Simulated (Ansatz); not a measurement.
# CH4Cl2Si: the cost of one run

Program: Ansatz 0.2.0. Level of theory: RKS PBE/6-31G*. These are calculated values, not measurements.

## Step 1: The structure to begin with

Bond lengths: Si1–H2 1.460 Å, Si1–Cl3 2.130 Å, Si1–C4 1.869 Å, C4–H5 1.110 Å, C4–H6 1.110 Å, C4–H7 1.110 Å, Si1–Cl8 2.128 Å. Angles: H2–Si1–Cl3 109.4°, H2–Si1–C4 109.5°, H2–Si1–Cl8 109.5°, Cl3–Si1–C4 109.5°, Cl3–Si1–Cl8 109.5°, C4–Si1–Cl8 109.5°, Si1–C4–H5 109.5°, Si1–C4–H6 109.5°, Si1–C4–H7 109.5°, H5–C4–H6 109.4°, H5–C4–H7 109.4°, H6–C4–H7 109.4°.

Coordinates:

```xyz
8

Si    0.0000    0.0000    0.0000
H     0.0000    0.0000    1.4600
Cl    2.0086    0.0000   -0.7093
C    -0.8808    1.5259   -0.6227
H    -1.9334    1.2723   -0.8671
H    -0.8624    2.3106    0.1622
H    -0.3704    1.9025   -1.5336
Cl   -1.0032   -1.7381   -0.7093
```

## Step 2: Preparing the start

input.yaml

```yaml
crystal:
  periodic: [false, false, false]
  atoms:
    - { symbol: Si, position_ang: [0.0, 0.0, 0.0] }
    - { symbol: H, position_ang: [0.0, 0.0, 1.46] }
    - { symbol: Cl, position_ang: [2.0086, 0.0, -0.7093] }
    - { symbol: C, position_ang: [-0.8808, 1.5259, -0.6227] }
    - { symbol: H, position_ang: [-1.9334, 1.2723, -0.8671] }
    - { symbol: H, position_ang: [-0.8624, 2.3106, 0.1622] }
    - { symbol: H, position_ang: [-0.3704, 1.9025, -1.5336] }
    - { symbol: Cl, position_ang: [-1.0032, -1.7381, -0.7093] }
basis:
  gaussian: { orbitals: "6-31G*" }
hamiltonian:
  xc: pbe
relax:
  f_tol: 0.02
  max_steps: 40
```

Launch:

```sh
$ ansatz run input.yaml --threads 1 --pin off --max-ram 2048MiB --backend cpu --events-out ev --progress --plain --runs-dir out
```

Q: Estimate wall time and peak memory on 1 thread of Intel Xeon 6975P-C (Granite Rapids), shared host.

About 15 s, with a peak of 0.14 GiB.
